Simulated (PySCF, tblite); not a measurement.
# C₇H₁₆FS+: geometry, infrared bands and NMR shifts

Wanted: the infrared bands and NMR shifts of C₇H₁₆FS+ (`CC(C)[C@@H](C)[S@+](C)CF`), by calculation.

Programs: tblite 0.8.0 and PySCF 2.14.0, with density-fitted response routines of our own. Each step states its level of theory. These are calculated values for one molecule in the gas phase, unless marked as measured. Atoms are numbered from 0 throughout.

## (1) The starting structure

25 atoms, charge 1, multiplicity 1; geometry from: force field or distance geometry start.

Bonds of the start (Å): C0–C1 1.54, C1–C2 1.54, C1–C3 1.55, C3–C4 1.55, C3–S5 1.85, S5–C6 1.81, S5–C7 1.80, C7–F8 1.36, C0–H9 1.09, C0–H10 1.10, C0–H11 1.09, C1–H12 1.08, C2–H13 1.10, C2–H14 1.11, C2–H15 1.09, C3–H16 1.09, C4–H17 1.09, C4–H18 1.10, C4–H19 1.10, C6–H20 1.10, C6–H21 1.09, C6–H22 1.09, C7–H23 1.08, C7–H24 1.10.

## (2) Relaxing the molecule with GFN2-xTB

Job settings and geometry (Å):

```
{"job": {"kind": "relax", "xc": "GFN2-xTB", "basis": "xTB"}, "charge": 1, "multiplicity": 1}
C      2.124600    -0.045300    -1.382300
C      0.957800     0.656400    -0.655200
C      1.529000     1.790700     0.214700
C      0.102600    -0.367500     0.136400
C      0.819900    -0.924400     1.391600
S     -1.512800     0.379500     0.656600
C     -2.346400    -1.147100     1.140800
C     -2.268900     0.471500    -0.972400
F     -2.080900    -0.683100    -1.674100
H      2.850200    -0.458300    -0.684100
H      1.739400    -0.857600    -2.013900
H      2.633800     0.664600    -2.030900
H      0.337000     1.110500    -1.414100
H      2.041300     2.524600    -0.422800
H      0.720600     2.335600     0.742100
H      2.239500     1.435000     0.962900
H     -0.127500    -1.216200    -0.510700
H      0.263700    -1.759600     1.828900
H      0.937200    -0.157000     2.167600
H      1.817700    -1.309500     1.140600
H     -1.993100    -1.450100     2.134600
H     -2.171400    -1.949500     0.425600
H     -3.414300    -0.946600     1.226700
H     -1.861400     1.293400    -1.543900
H     -3.348500     0.634000    -0.855600
```

On the command line:

```
$ OMP_NUM_THREADS=1 python probes_run.py task.json out
```

The driver reads the jobs from task.json and runs them one after another.

**Question.** This job is followed by: GFN2-xTB harmonic vibrations, gas phase; GIAO PBE0/pcSseg-1 NMR shielding, non-relativistic, gas phase. What will the session give for the following? strongest single infrared mode (GFN2-xTB); zero-point energy (GFN2-xTB); 13C shifts against TMS (PBE0/pcSseg-1); 1H shifts against TMS (PBE0/pcSseg-1, means over atoms taken as alike); 33S shifts against CS2 (PBE0/pcSseg-1); 19F shifts against CFCl3 (PBE0/pcSseg-1).

**Answer**, as computed:

```
                                                              quantity                                               value
                             strongest single infrared mode (GFN2-xTB)                                1086 cm⁻¹, 89 km/mol
                                          zero-point energy (GFN2-xTB)                                      135.6 kcal/mol
                                13C shifts against TMS (PBE0/pcSseg-1)        91.4, 72.4, 33.2, 23.5, 21.1, 17.8, 10.3 ppm
1H shifts against TMS (PBE0/pcSseg-1, means over atoms taken as alike)  6.25, 5.84, 3.91, 3.01, 2.01, 1.61, 1.43, 1.27 ppm
                                33S shifts against CS2 (PBE0/pcSseg-1)                                             115 ppm
                              19F shifts against CFCl3 (PBE0/pcSseg-1)                                          -233.7 ppm
```

What this shows: Relaxing lowered the energy by 0.159 eV in 80 steps; the close pair that moved most is S5–C7, from 1.798 to 1.850 Å. The lowest mode is slightly imaginary (14i cm⁻¹), a soft motion within the noise of the Hessian, so the minimum is not strictly shown. The strongest single mode, at 1086 cm⁻¹, moves mainly C7 and F8. GFN2-xTB is a fitted tight-binding method: band positions and strengths are rough. Its intensities can rank the bands wrongly. The most deshielded carbon is C7 (sp3 CH2 bonded to F and S), at 91.4 ppm: deshielded by the electronegative neighbour. At PBE0/pcSseg-1: Shielding is most anisotropic at S5 (span 205 ppm, paramagnetic term -672 ppm).
